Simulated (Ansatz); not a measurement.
# InPtCl3: one candidate of a structure search, part 2 of 2

Where does this trial cell of InPtCl3 go when cell and atoms are let free?

Ansatz 0.2.0; DFT PBE, scalar-relativistic, plane waves, PAW. The steps go on from the part before.

## (4) Full relaxation

The end of the coarse run is made exact in the group found at a tolerance of 0.06 Å and reduced to its primitive cell.

input.yaml

```yaml
crystal:
  lattice:
    - [4.9842925009, 0.0, 0.0]
    - [0.0, 4.9842925009, 0.0]
    - [0.0, 0.0, 4.9842925009]
  atoms:
    - { symbol: In, position: [0.5, 0.5, 0.5] }
    - { symbol: Pt, position: [0.0, 0.0, 0.0] }
    - { symbol: Cl, position: [0.0, 0.0, 0.5] }
    - { symbol: Cl, position: [0.0, 0.5, 0.0] }
    - { symbol: Cl, position: [0.5, 0.0, 0.0] }
basis:
  ecutwfc: 420
kpoints:
  mp_grid: { grid: [8, 8, 8] }
hamiltonian:
  xc: pbe
scf:
  occupations: { method: gaussian, width: 0.1 }
output:
  forces: true
  stress: true
  eigenvalues: true
relax:
  adjacent_minimum: "off"
  f_tol: 0.01
  max_steps: 80
  cell: { stress_tol: 0.05 }
```

Run with:

```bash
$ ansatz run input.yaml --threads 1 --pin off --max-ram 2048MiB --backend cpu --events-out ev --progress --plain --runs-dir out
```

The program printed (excerpt; [...] marks lines left out):

```text
Warning: RAYON_NUM_THREADS=1 ignored (pool sized by the plan → 1); use --threads N
[...]
Pseudopotentials: kind: paw
Pseudopotential: In, paw, valence charge 13, recommended cutoff 420 eV (normal), In.paw.azcp
Pseudopotential: Pt, paw, valence charge 18, recommended cutoff 420 eV (normal), Pt.paw.azcp
Pseudopotential: Cl, paw, valence charge 7, recommended cutoff 420 eV (normal), Cl.paw.azcp
Functional definition: PBE
[...]
Crystal: 5 atoms, lattice volume = 123.826 Å³
Basis set: ecut = 420 eV, 2469 PW (Γ), exchange–correlation on 72×72×72 points (8 copies of the dense FFT grid, shifted against one another)
Bands: 32, of which v1, the nominal top of the filled ones, is band 26 counted from 1 (25 counted from 0)
Symmetry: 48 space group operations
Space group: Pm-3m (ITA 221), of the structure as read, at distance tolerance 5.0e-5 Å
k-points: 35 of 512
[...]
  P = ⅓ Tr σ = 0.0012 GPa (0.012 kbar)
--- Band table (eV; the first three rows and the last of 35) ---
[...]
--- Relaxed structure (3 steps of the walk, 3 accepted, 1 SCFs on fresh bases) ---
  F+E_penalty+E_count = -21361.66510259 eV   max|allowed force component| = 6.605e-29 eV/Å   (the final SCF, on the basis selected at the relaxed cell)
  cell:  # Å, volume = 122.9188 Å³
    - [4.972095552473295, -8.746931830758695e-34, -1.1234591342258874e-34]
    - [-8.746931830758695e-34, 4.972095552473295, 1.6049416203226965e-35]
    - [-1.4444474582904269e-34, 1.6049416203226965e-35, 4.972095552473295]
  atoms:
    - { symbol: In, position: [0.49999999999999994, 0.49999999999999994, 0.49999999999999994] }
    - { symbol: Pt, position: [-7.832647242790959e-35, 4.3791984584487387e-35, -1.3564245225108622e-35] }
    - { symbol: Cl, position: [5.208348166590272e-35, -7.72799727957666e-36, 0.49999999999999994] }
    - { symbol: Cl, position: [5.852347939888622e-35, 0.49999999999999994, -2.294249192335554e-36] }
    - { symbol: Cl, position: [0.49999999999999994, -5.119798197743698e-35, -2.2942491923531247e-36] }
```

It took 33 s on 1 thread of Arm Neoverse V1, shared host; peak memory 0.44 GiB.

Step by step:

```csv
step,energy from step 1 (eV/cell),largest force component (eV/Å),pressure (GPa),volume (Å³)
1,0.0000,0.0000,-0.35,123.83
2,-0.0011,0.0000,-0.06,123.07
3,-0.0011,0.0000,0.00,122.92
4,-0.0010,0.0000,0.00,122.92
```

Step 1 is the start. Step 4 repeats the geometry before it on a plane-wave basis chosen anew for that cell, so its energy need not be comparable with the rows above.

|  | before | after | change |
| --- | --- | --- | --- |
| a (Å) | 4.984 | 4.972 | -0.2 % |
| b (Å) | 4.984 | 4.972 | -0.2 % |
| c (Å) | 4.984 | 4.972 | -0.2 % |
| volume (Å³/atom) | 24.77 | 24.58 | -0.7 % |
| shortest distance (Å) | 2.492 | 2.486 | -0.2 % |
| space group (0.01 Å) | Pm-3m | Pm-3m | same |

Forces and stress were held to the start's 48 operations: a distortion of lower symmetry was not tested.

## (5) Changing settings: hubbard.sites [{species: Pt, l: d, u_eff: 5.0}], hubbard.double_counting fll

input.yaml: that of step 4 with these lines changed.

```diff
@@ -17,2 +17,3 @@
   xc: pbe
+  hubbard: { sites: [{ species: Pt, l: d, u_eff: 5.0 }], double_counting: fll }
 scf:
@@ -21,4 +22,4 @@
   forces: true
+  eigenvalues: true
   stress: true
-  eigenvalues: true
 relax:
```

Run with:

```bash
$ ansatz run input.yaml --threads 1 --pin off --max-ram 2048MiB --backend cpu --events-out ev --progress --plain --runs-dir out
```

The program printed (excerpt; [...] marks lines left out):

```text
Warning: RAYON_NUM_THREADS=1 ignored (pool sized by the plan → 1); use --threads N
In: projections on atomic orbitals take those of the free atom [Kr] 4d10 5s2 5p1, of charge +0.00 (hamiltonian.pseudopotentials.projection_atoms); the dataset's partial waves leave at most 3.8e-6 of an orbital's norm unspanned inside its sphere
Pt: projections on atomic orbitals take those of the free atom [Kr 4d10 4f14] 5s2 5p6 5d9 6s1, of charge +0.00 (hamiltonian.pseudopotentials.projection_atoms); the dataset's partial waves leave at most 9.1e-5 of an orbital's norm unspanned inside its sphere
Cl: projections on atomic orbitals take those of the free atom [Ne] 3s2 3p5, of charge +0.00 (hamiltonian.pseudopotentials.projection_atoms); the dataset's partial waves leave at most 2.1e-7 of an orbital's norm unspanned inside its sphere
[...]
[... 1 set-up line as earlier in the session ...]
[...]
       -0.000000      -0.018334      -0.000000
        0.000000      -0.000000      -0.018334
  P = ⅓ Tr σ = -0.0183 GPa (-0.183 kbar)
--- Band table (eV; the first three rows and the last of 35) ---
[...]
Occupation matrices written to <dir>
--- Relaxed structure (2 steps of the walk, 2 accepted, 1 SCFs on fresh bases) ---
  F+E_penalty+E_count = -21359.55915595 eV   max|allowed force component| = 1.576e-29 eV/Å   (the final SCF, on the basis selected at the relaxed cell)
  cell:  # Å, volume = 123.5996 Å³
    - [4.981258218220689, -3.209883240645393e-35, 1.6049416203226965e-35]
    - [-3.209883240645393e-35, 4.981258218220689, 0.0]
    - [1.6049416203226965e-35, 0.0, 4.981258218220689]
  atoms:
    - { symbol: In, position: [0.5, 0.5, 0.5] }
    - { symbol: Pt, position: [-4.847607668558577e-35, 1.903824329821033e-35, -2.676624057782214e-36] }
    - { symbol: Cl, position: [2.6388896960653596e-35, -2.8174990081918047e-37, 0.5] }
    - { symbol: Cl, position: [1.2703901778007687e-35, 0.5, -1.0666246245297544e-36] }
    - { symbol: Cl, position: [0.5, -1.6381744233343778e-35, 9.458746670358202e-37] }
```

It took 33 s on 1 thread of Arm Neoverse V1, shared host; peak memory 0.52 GiB.

| run | ending | energy change | pressure (GPa) | gap (eV) | force (eV/Å) | cycles | time |
| --- | --- | --- | --- | --- | --- | --- | --- |
| step 4 | converged | 0 | 0.0 | 0.00 | 0.00 | - | 33 s |
| variant | converged | +421.2 meV/atom (U changed: no physical gain or loss) | 0.0 | 0.00 | 0.00 | - | 33 s |

Changing the Hubbard U moves the energy by +421.2 meV/atom, and the final volume goes from 122.92 to 123.60 Å³. The U term adds an energy of its own, so the shift says nothing about which run is better.

## (6) What came out

What follows sums up all 2 parts. Changes of volume or cell count from the first structure of part 1.

```
                                                              quantity                                                                      value
                                symmetry at the end (tolerance 0.05 Å)                                                space group Pm-3m (No. 221)
                                                     conventional cell  a = 4.972 Å, b = 4.972 Å, c = 4.972 Å, α = 90.00°, β = 90.00°, γ = 90.00°
                                                                volume                                                              24.58 Å³/atom
energy over the elements (uncorrected; H, N, O, F and Cl as molecules)                                                              -0.49 eV/atom
                                                       gap on the mesh                                                               none (metal)
```

What this shows: The space group Pm-3m (No. 221) is kept, and the volume per atom grows by 18.8 % from the first guess. A negative formation energy is needed for stability but isn't enough; other structures and compounds were not set against it here. No finished test with a distortion of lower symmetry is shown, so the end may be a saddle point. The runs treat Pt without spin-orbit coupling.
